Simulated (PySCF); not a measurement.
# CH5NSSi: the cost of one run

Computed with PySCF 2.14.0, with density-fitted response routines of our own, on a single molecule in the gas phase. Atoms are numbered from 0 throughout.

## 1. The molecule as given

9 atoms, charge 0, multiplicity 1; geometry from: GFN2-xTB. The atoms were then displaced at random by about 0.01 Å, so the start is not that level's minimum.

Bonds of the start (Å): N0–C1 1.27, C1–Si2 1.92, Si2–S3 2.11, N0–H4 1.03, C1–H5 1.10, Si2–H6 1.45, Si2–H7 1.44, S3–H8 1.30.

## 2. Optimising the geometry at PBE0-D3(BJ)/def2-SVP

Job settings and geometry (Å):

```
{"job": {"xc": "PBE0", "basis": "def2-SVP", "d3": "d3bj", "grid": 1, "shake": 0.01, "kind": "geom"}, "charge": 0, "multiplicity": 1}
N      2.053580     0.305820    -0.211300
C      0.977830     0.219100     0.464960
Si    -0.652780    -0.692390     0.019150
S     -2.213410     0.725700     0.176460
H      2.014370    -0.143300    -1.132570
H      1.016960     0.737370     1.428800
H     -0.553140    -1.192910    -1.342050
H     -0.925100    -1.698810     1.015250
H     -1.660490     1.722270    -0.452430
```

The run is started by

```console
> OMP_NUM_THREADS=1 python probes_run.py task.json out
```

One launch serves the whole session: the jobs run in the order shown.

**Question.** How long does this first job take on 1 thread of Arm Neoverse V1, shared host, and how much memory does it need?

About 20 s, with a peak of 0.37 GiB.
